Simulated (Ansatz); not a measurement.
# Zn: relaxing cell and atoms

Aim: for Zn, one run (relaxing cell and atoms).

Computed with Ansatz 0.2.0 (DFT PBE, scalar-relativistic, plane waves, PAW, unless a step's input says otherwise).

## Step 1: The starting structure

Symmetry: P6_3/mmc, No. 194, hexagonal system. The conventional cell has a = 2.630 Å, b = 2.630 Å, c = 4.750 Å, α = 90.00°, β = 90.00°, γ = 120.00°. Zn (site symmetry -6m2) has 12 Zn at 2.63 to 2.82 Å as nearest neighbours.

Coordinates:

```
Zn
1.0
     2.63000    0.00000    0.00000
    -1.31500    2.27765    0.00000
     0.00000    0.00000    4.75000
Zn
2
Cartesian
  0.0000 1.5184 1.1875
  1.3150 0.7592 3.5625
```

## Step 2: Relaxing cell and atoms: Zn, no spin, 17 GPa

input.yaml

```yaml
crystal:
  lattice:
    - [2.63, 0.0, 0.0]
    - [-1.315, 2.27764681, 0.0]
    - [0.0, 0.0, 4.75]
  atoms:
    - { symbol: Zn, position: [0.3333333333, 0.6666666667, 0.25] }
    - { symbol: Zn, position: [0.6666666667, 0.3333333333, 0.75] }
scf:
  occupations: { method: gaussian, width: 0.1 }
output:
  forces: true
  stress: true
  eigenvalues: true
  write_density: true
  write_potential: true
  elf: true
  volumetric_format: npy
kpoints:
  mp_grid: { grid: [57, 57, 28] }
hamiltonian:
  xc: pbe
relax:
  f_tol: 0.003
  max_steps: 60
  cell: { stress_tol: 0.01, p_target: 17 }
```

The run is started by

```
$ ansatz run input.yaml --threads 8 --pin off --max-ram 24576MiB --backend cpu --events-out ev --progress --plain --runs-dir out
```

Log:

```text
Warning: RAYON_NUM_THREADS=8 ignored (pool sized by the plan → 8); use --threads N
Engine: ansatz 0.2.0, x86_64-unknown-linux-gnu
Pseudopotentials: kind: paw
Pseudopotential: Zn, paw, valence charge 12, recommended cutoff 420 eV (normal), Zn.paw.azcp
Functional definition: PBE
  parameter kappa = 0.804
  parameter beta = 0.06672455060314922
  exchange = pbe_x(kappa = kappa, mu = beta*pi^2/3)
  correlation = pbe_c(beta = beta)
Crystal: 2 atoms, lattice volume = 28.454 Å³
Basis set: ecut = 420 eV, 561 PW (Γ), exchange–correlation on 36×36×64 points (8 copies of the dense FFT grid, shifted against one another)
Bands: 16, of which v1, the nominal top of the filled ones, is band 12 counted from 1 (11 counted from 0)
Symmetry: 24 space group operations
Space group: P63/mmc (ITA 194), of the structure as read, at distance tolerance 3.1e-5 Å
k-points: 4500 of 90972
Non-local potential: Zn, projectors of the file, l = 0: 2, l = 1: 2, l = 2: 3, l = 3: 1
PAW form: soft (Blöchl's): semilocal exchange-correlation on the pseudo side does not see the compensation charge
PAW one-centre angular grid: Zn, 590 points (default); XC on 64 Gauss nodes
Initial density: superposition of atomic densities (neutral atoms: chi_scale 0, normalization atom), corrected by the library's trained network
Initial wavefunctions: pseudopotential atomic-orbital guess
Functional: x = pbe(κ = 0.804, μ = 0.2195149727645171), c = pbe(β = 0.06672455060314922)
SCF iter   1: F=—  HF=-6638.032400 eV  |F-HF|=—  |Δ(HF+E_count)|=         —  Δρ=1.01e-3  dr2=1.34e-4  ethr=1.77e-3  ⟨swp⟩=5.2  Hψ=350134  notcnv=0
preconditioner: auto → none  [metal: Δε(μ)=0.002 eV  Ē_g=13.512 eV  σ=0.100 eV  W_gap=0.01  n_scr=4 (ndim 8)  ℏωp=34.1 eV  f_vac=0.000  D(μ)=0.39/eV (n_scr^D=2)  sad-step TF]
SCF iter   2: F=—  HF=-6638.032840 eV  |F-HF|=—  |Δ(HF+E_count)|=   4.40e-4  Δρ=5.97e-4  dr2=5.77e-5  ethr=5.60e-7  ⟨swp⟩=2.4  Hψ=171748  notcnv=0
SCF iter   3: F=—  HF=-6638.032890 eV  |F-HF|=—  |Δ(HF+E_count)|=   5.07e-5  Δρ=6.03e-4  dr2=5.37e-5  ethr=2.40e-7  ⟨swp⟩=2.0  Hψ=125936  notcnv=0
SCF iter   4: F=—  HF=-6638.032866 eV  |F-HF|=—  |Δ(HF+E_count)|=   2.48e-5  Δρ=6.63e-5  dr2=6.05e-7  ethr=2.24e-7  ⟨swp⟩=2.0  Hψ=118002  notcnv=0
iter 5 did not close the SCF: its close was put off for the readings that it lacked (scf_convergence_deferred on its scf_iter line)
SCF iter   5: F=-6638.032866 eV  HF=-6638.032866 eV  |F-HF|=9.67e-8  |Δ(HF+E_count)|=   6.14e-8  Δρ=2.06e-5  dr2=6.11e-8  ethr=2.52e-9  ⟨swp⟩=2.0  Hψ=123877  notcnv=0
SCF iter   6: F=-6638.032866 eV  HF=-6638.032866 eV  |F-HF|=5.14e-9  |Δ(HF+E_count)|=   2.62e-8  Δρ=4.92e-6  dr2=3.40e-9  ethr=2.55e-10  ⟨swp⟩=6.1  Hψ=453845  notcnv=0
SCF 1 converged in 6 iterations: F = -6638.032866 eV  dr2 = 3.40e-9
relax step   1: F+E_penalty+E_count = -6638.03286563 eV  Δ(F+E_penalty+E_count) = +0.000e0 eV  max|allowed force component| = 9.252e-17 eV/Å  Δτ_max = 0.0000 Å  P = +4.791 GPa  Ω = 28.454 Å³  (6 SCF iters, dr2 threshold 1.00e-7 eV, accepted)
Crystal: 2 atoms, lattice volume = 25.753 Å³
Basis set: ecut = 420 eV, 513 PW (Γ), exchange–correlation on 36×36×64 points (8 copies of the dense FFT grid, shifted against one another)
Initial density: handed on by an earlier stage of this run
Initial wavefunctions: those handed on with the density
iter 1 solved again at ethr=1.03e-4 eV; its pass at ethr=3.10e-3 eV (dr2=2.47e-2 eV) is discarded
SCF iter   1: F=—  HF=-6637.873368 eV  |F-HF|=—  |Δ(HF+E_count)|=         —  Δρ=1.22e-2  dr2=2.53e-2  ethr=1.03e-4  ⟨swp⟩=1.1  Hψ=538720  notcnv=0
preconditioner: auto → none  [metal: Δε(μ)=0.001 eV  Ē_g=14.120 eV  σ=0.100 eV  W_gap=0.01  n_scr=2 (ndim 8)  ℏωp=35.8 eV  f_vac=0.000  D(μ)=0.36/eV (n_scr^D=2)]
SCF iter   2: F=—  HF=-6637.867545 eV  |F-HF|=—  |Δ(HF+E_count)|=   5.82e-3  Δρ=4.77e-3  dr2=2.35e-3  ethr=1.03e-4  ⟨swp⟩=2.0  Hψ=142954  notcnv=0
SCF iter   3: F=—  HF=-6637.864935 eV  |F-HF|=—  |Δ(HF+E_count)|=   2.61e-3  Δρ=1.51e-3  dr2=5.07e-4  ethr=9.81e-6  ⟨swp⟩=2.0  Hψ=162471  notcnv=0
SCF iter   4: F=—  HF=-6637.864705 eV  |F-HF|=—  |Δ(HF+E_count)|=   2.30e-4  Δρ=2.09e-4  dr2=7.05e-6  ethr=2.11e-6  ⟨swp⟩=2.5  Hψ=120936  notcnv=0
SCF iter   5: F=—  HF=-6637.864697 eV  |F-HF|=—  |Δ(HF+E_count)|=   7.27e-6  Δρ=3.12e-5  dr2=8.04e-8  ethr=8.33e-10  ⟨swp⟩=9.2  Hψ=698091  notcnv=0
SCF iter   6: F=-6637.864698 eV  HF=-6637.864698 eV  |F-HF|=2.09e-11  |Δ(HF+E_count)|=   5.61e-8  Δρ=2.18e-6  dr2=3.82e-10  ethr=3.35e-10  ⟨swp⟩=6.9  Hψ=516970  notcnv=0
SCF 2 converged in 6 iterations: F = -6637.864698 eV  dr2 = 3.82e-10
relax step   2: F+E_penalty+E_count = -6637.86469752 eV  Δ(F+E_penalty+E_count) = +1.682e-1 eV  max|allowed force component| = 1.480e-16 eV/Å  Δτ_max = 0.0000 Å  P = +16.763 GPa  Ω = 25.753 Å³  energy of the carried Pulay correction = +2.026e-3 eV  (6 SCF iters, dr2 threshold 2.00e-7 eV, accepted)
Crystal: 2 atoms, lattice volume = 25.611 Å³
iter 1 solved again at ethr=5.37e-7 eV; its pass at ethr=3.10e-3 eV (dr2=1.29e-4 eV) is discarded
SCF iter   1: F=—  HF=-6637.851311 eV  |F-HF|=—  |Δ(HF+E_count)|=         —  Δρ=7.96e-4  dr2=1.38e-4  ethr=5.37e-7  ⟨swp⟩=3.0  Hψ=527453  notcnv=0
preconditioner: auto → none  [metal: Δε(μ)=0.001 eV  Ē_g=14.273 eV  σ=0.100 eV  W_gap=0.01  n_scr=2 (ndim 8)  ℏωp=35.9 eV  f_vac=0.000  D(μ)=0.33/eV (n_scr^D=2)]
SCF iter   2: F=—  HF=-6637.851273 eV  |F-HF|=—  |Δ(HF+E_count)|=   3.81e-5  Δρ=3.95e-4  dr2=2.03e-5  ethr=5.37e-7  ⟨swp⟩=2.0  Hψ=118481  notcnv=0
SCF iter   3: F=—  HF=-6637.851265 eV  |F-HF|=—  |Δ(HF+E_count)|=   8.42e-6  Δρ=1.79e-4  dr2=6.77e-6  ethr=8.46e-8  ⟨swp⟩=2.0  Hψ=125275  notcnv=0
SCF iter   4: F=—  HF=-6637.851263 eV  |F-HF|=—  |Δ(HF+E_count)|=   1.30e-6  Δρ=6.76e-5  dr2=9.76e-7  ethr=2.82e-8  ⟨swp⟩=2.0  Hψ=109396  notcnv=0
SCF iter   5: F=-6637.851263 eV  HF=-6637.851263 eV  |F-HF|=1.82e-8  |Δ(HF+E_count)|=   1.31e-7  Δρ=1.45e-5  dr2=4.45e-8  ethr=8.33e-10  ⟨swp⟩=11.0  Hψ=670278  notcnv=0
SCF 3 converged in 5 iterations: F = -6637.851263 eV  dr2 = 4.45e-8
relax step   3: F+E_penalty+E_count = -6637.85126310 eV  Δ(F+E_penalty+E_count) = +1.343e-2 eV  max|allowed force component| = 2.035e-16 eV/Å  Δτ_max = 0.0000 Å  P = +17.400 GPa  Ω = 25.611 Å³  energy of the carried Pulay correction = +2.154e-3 eV  (5 SCF iters, dr2 threshold 2.00e-7 eV, accepted)
[... 8 lines left out ...]
relax step   4: F+E_penalty+E_count = -6637.84852247 eV  Δ(F+E_penalty+E_count) = +2.741e-3 eV  max|allowed force component| = 3.793e-16 eV/Å  Δτ_max = 0.0000 Å  P = +17.332 GPa  Ω = 25.575 Å³  energy of the carried Pulay correction = +2.212e-3 eV  (4 SCF iters, dr2 threshold 2.00e-7 eV, accepted)
[... 8 lines left out ...]
relax step   5: F+E_penalty+E_count = -6637.85427336 eV  Δ(F+E_penalty+E_count) = -5.751e-3 eV  max|allowed force component| = 1.480e-16 eV/Å  Δτ_max = 0.0000 Å  P = +16.959 GPa  Ω = 25.629 Å³  energy of the carried Pulay correction = +2.176e-3 eV  (4 SCF iters, dr2 threshold 2.00e-7 eV, accepted)
[... 8 lines left out ...]
relax step   6: F+E_penalty+E_count = -6637.85344377 eV  Δ(F+E_penalty+E_count) = +8.296e-4 eV  max|allowed force component| = 1.295e-16 eV/Å  Δτ_max = 0.0000 Å  P = +16.999 GPa  Ω = 25.621 Å³  energy of the carried Pulay correction = +2.183e-3 eV  (4 SCF iters, dr2 threshold 7.96e-9 eV, accepted)
[... 11 lines left out ...]
relax step   7: F+E_penalty+E_count = -6637.85155147 eV  Δ(F+E_penalty+E_count) = +1.892e-3 eV  max|allowed force component| = 1.018e-16 eV/Å  Δτ_max = 0.0000 Å  P = +16.996 GPa  Ω = 25.621 Å³  stress off target by 3.39e-2 GPa  SCF on the basis re-selected at this cell (its energy is not comparable with the rows above)  (6 SCF iters)
[... 9 lines left out ...]
relax step   8: F+E_penalty+E_count = -6637.85123306 eV  Δ(F+E_penalty+E_count) = +3.184e-4 eV  max|allowed force component| = 1.758e-16 eV/Å  Δτ_max = 0.0000 Å  P = +17.002 GPa  Ω = 25.618 Å³  energy of the carried Pulay correction = +3.627e-6 eV  (4 SCF iters, dr2 threshold 2.88e-9 eV, accepted)
iter 1 solved again at ethr=4.83e-10 eV; its pass at ethr=3.10e-3 eV (dr2=1.16e-7 eV) is discarded
SCF iter   1: F=—  HF=-6637.851238 eV  |F-HF|=—  |Δ(HF+E_count)|=         —  Δρ=1.75e-6  dr2=2.40e-10  ethr=4.83e-10  ⟨swp⟩=5.0  Hψ=682432  notcnv=0
preconditioner: auto → none  [metal: Δε(μ)=0.002 eV  Ē_g=14.251 eV  σ=0.100 eV  W_gap=0.01  n_scr=2 (ndim 8)  ℏωp=35.9 eV  f_vac=0.000  D(μ)=0.34/eV (n_scr^D=2)]
SCF iter   2: F=—  HF=-6637.851229 eV  |F-HF|=—  |Δ(HF+E_count)|=   9.19e-6  Δρ=1.25e-6  dr2=1.22e-10  ethr=1.00e-12  ⟨swp⟩=3.2  Hψ=173429  notcnv=0
SCF iter   3: F=—  HF=-6637.851229 eV  |F-HF|=—  |Δ(HF+E_count)|=  5.46e-12  Δρ=6.79e-7  dr2=4.39e-11  ethr=5.10e-13 (applied; sched 1.00e-12)  ⟨swp⟩=2.0  Hψ=120783  notcnv=0
SCF iter   4: F=—  HF=-6637.851229 eV  |F-HF|=—  |Δ(HF+E_count)|=  5.46e-12  Δρ=2.53e-7  dr2=4.98e-12  ethr=1.83e-13 (applied; sched 1.00e-12)  ⟨swp⟩=2.0  Hψ=124601  notcnv=0
SCF iter   5: F=-6637.851229 eV  HF=-6637.851229 eV  |F-HF|=4.55e-12  |Δ(HF+E_count)|=  4.55e-12  Δρ=2.31e-8  dr2=4.96e-14  ethr=1.00e-12  ⟨swp⟩=3.5  Hψ=338922  notcnv=0
SCF 9 converged in 5 iterations: F = -6637.851229 eV  dr2 = 4.96e-14
relax step   9: F+E_penalty+E_count = -6637.85122874 eV  Δ(F+E_penalty+E_count) = +4.318e-6 eV  max|allowed force component| = 1.480e-16 eV/Å  Δτ_max = 0.0000 Å  P = +17.002 GPa  Ω = 25.618 Å³  stress off target by 2.27e-3 GPa  SCF on the basis re-selected at this cell (its energy is not comparable with the rows above)  (5 SCF iters)
basis re-selected at this cell: Δ(F+E_penalty+E_count) = +4.318e-6 eV, ΔP = -0.000 GPa vs the last step (what re-selecting the basis moved, of the pressure what is left beyond the Pulay correction that the steps carried, after the strain that the cell walked since its last selection, with what the two solves' SCF thresholds leave and, on support functions, any second-order correction that the steps lacked; it is no measure of the basis error at this ecutwfc). This SCF's stress stands 2.27e-3 GPa from its target on what of the cell is left free (relax.cell.stress_tol is 1.00e-2 GPa) and its largest allowed force component is 1.48e-16 eV/Å (relax.f_tol is 3.00e-3 eV/Å): within both
SCF converged after 5 iterations
Free energy (F): -6637.851229 eV
Harris-Foulkes:  -6637.851229 eV  (|F-HF|=4.55e-12)
Internal energy: -6637.849530 eV  (E = F + TS)
E sigma→0 (E₀):  -6637.850379 eV
Entropy (-TS):   -0.001699 eV (-0.850 meV/atom)
Fermi energy:    14.060420 eV
--- Per-component energies (eV) ---
  E_band       = 153.836095
  E_kinetic    = 265.675420
  E_local      = -2834.114630  (includes V_loc(G=0)·N_el)
  E_nonlocal   = 1218.859361
  E_hartree    = 1195.325147
  E_xc         = -278.147644
  E_vxc        = -108.916381  (∫ρ·V_xc dr)
  E_paw        = -3646.723224  (= ΣΔE_a)
  E_vpaw       = -778.317234  (= ΣTr[D̂ρ^β])
  E_aug_tail   = -0.000735  (compensation charges beyond the density's cutoff)
  E_ewald      = -2558.723226
  E_smearing   = -0.001699  (= −TS)
  E_closure    = -0.000000  (closes the sum)
  Σ components = -6637.851229   (vs F -6637.851229, Δ=0.00e0)
--- Forces (eV/Å), atoms counted from 1 ---
  atom   1  Zn    -0.00000000     0.00000000     0.00000000
  atom   2  Zn     0.00000000    -0.00000000     0.00000000
  max |Σ_I F_I| component: 3.70e-17 eV/Å
--- Stress (GPa, compression-positive) ---
       17.002270       0.000000       0.000000
        0.000000      17.002270       0.000000
        0.000000       0.000000      17.000131
  P = ⅓ Tr σ = 17.0016 GPa (170.016 kbar)
--- Band table (eV; the first three rows and the last of 4500) ---
  k-point 0: bands = ["2.0083", "4.5675", "5.5810", "5.7424", "5.7424", "5.8436", "5.8436", "6.1234", "6.1234", "6.5318", "6.5318", "9.7830", "12.0618", "31.7630", "31.7630", "32.0672"]
  k-point 1: bands = ["2.0184", "4.5669", "5.5803", "5.7416", "5.7416", "5.8426", "5.8426", "6.1259", "6.1259", "6.5312", "6.5312", "9.6577", "12.2078", "31.7733", "31.7733", "31.7866"]
  k-point 2: bands = ["2.0486", "4.5649", "5.5780", "5.7393", "5.7393", "5.8397", "5.8397", "6.1330", "6.1330", "6.5294", "6.5294", "9.3494", "12.5782", "31.1418", "31.8040", "31.8040"]
  k-point 4499: bands = ["5.2658", "5.2658", "5.4498", "5.4498", "5.7378", "5.7378", "6.0517", "6.0517", "6.5530", "6.5530", "14.3473", "14.3473", "15.5530", "15.5530", "16.3199", "16.3199"]
--- Relaxed structure (7 steps of the walk, 7 accepted, 2 SCFs on fresh bases) ---
  F+E_penalty+E_count = -6637.85122874 eV   max|allowed force component| = 1.480e-16 eV/Å   (the final SCF, on the basis selected at the relaxed cell)
  cell:  # Å, volume = 25.6177 Å³
    - [2.5840091803564786, 0.0, 0.0]
    - [-1.2920045901782393, 2.237817593800916, 0.0]
    - [0.0, 0.0, 4.430182645014512]
  atoms:
    - { symbol: Zn, position: [0.33333333333333326, 0.6666666666666665, 0.24999999999999997] }
    - { symbol: Zn, position: [0.6666666666666666, 0.33333333333333326, 0.75] }
```

It took 97 s on 8 threads of Intel Xeon Platinum 8488C (Sapphire Rapids), shared host; peak memory 2.2 GiB.

The steps of the relaxation:

| step | energy from step 1 (eV/cell) | largest force component (eV/Å) | pressure (GPa) | volume (Å³) |
| --- | --- | --- | --- | --- |
| 1 | 0.0000 | 0.0000 | 4.79 | 28.45 |
| 2 | 0.1682 | 0.0000 | 16.76 | 25.75 |
| 3 | 0.1816 | 0.0000 | 17.40 | 25.61 |
| 4 | 0.1843 | 0.0000 | 17.33 | 25.57 |
| 5 | 0.1786 | 0.0000 | 16.96 | 25.63 |
| 6 | 0.1794 | 0.0000 | 17.00 | 25.62 |
| 7 | 0.1813 | 0.0000 | 17.00 | 25.62 |
| 8 | 0.1816 | 0.0000 | 17.00 | 25.62 |
| 9 | 0.1816 | 0.0000 | 17.00 | 25.62 |

Step 1 is the start. Steps 7, 9 each repeat the geometry before them on a plane-wave basis chosen anew, so the energy can jump there without any move.

«Before» is this run's own start.

|  | before | after | change |
| --- | --- | --- | --- |
| a (Å) | 2.630 | 2.584 | -1.7 % |
| b (Å) | 2.630 | 2.584 | -1.7 % |
| c (Å) | 4.750 | 4.430 | -6.7 % |
| volume (Å³/atom) | 14.23 | 12.81 | -10.0 % |
| shortest distance (Å) | 2.630 | 2.584 | -1.7 % |
| space group (0.01 Å) | P6_3/mmc | P6_3/mmc | same |

The run keeps the 24 symmetry operations of the start, so it could not have lowered the symmetry.

Density in a lattice plane of the grid's cell (edges 2.58 and 4.43 Å, at 0.333 of the third edge), which holds Zn.

Ten even steps from ' ' (0.19 e/Å³) to '@' (34.02 e/Å³):
```
                            
                            
                ........    
              ..==**++--    
              ::**@@@@==..  
              ..--**++::    
                ......      
                            
                            
                            
                            
                            
                            
                            
                            
                            
                            
                            
                            
                            
```
Columns run along the first of these edges and rows up along the second, over one cell in 14 and 20 even steps from the bottom left corner. Atoms in the plane (fractional): Zn at (0.67, 0.75).

ELF in the same plane.

Values, 12 rows by 6 columns:
```
0.23 0.32 0.24 0.20 0.16 0.20
0.21 0.31 0.21 0.07 0.01 0.07
0.21 0.30 0.20 0.03 0.00 0.02
0.21 0.32 0.21 0.08 0.01 0.07
0.23 0.32 0.24 0.19 0.16 0.19
0.28 0.26 0.27 0.25 0.23 0.25
0.23 0.21 0.24 0.33 0.38 0.34
0.21 0.19 0.21 0.32 0.43 0.31
0.21 0.17 0.20 0.30 0.44 0.29
0.21 0.19 0.21 0.32 0.43 0.31
0.23 0.21 0.24 0.33 0.38 0.34
0.28 0.27 0.28 0.25 0.22 0.24
```
Columns run along the first of these edges and rows up along the second, over one cell in 6 and 12 even steps from the bottom left corner. Atoms in the plane (fractional): Zn at (0.67, 0.75).

Both are smooth fields of the valence electrons: close to the nuclei they are not physical.

## Step 3: The runs side by side

| step | volume (Å³/atom) | pressure (GPa) | energy (eV) | gap on the mesh (eV) | time |
| --- | --- | --- | --- | --- | --- |
| 2 | 12.81 | 17.0 | -6637.850 | 0.00 | 97 s |

**Reading.** The values hold for the settings typed; their convergence was not tested in this session.
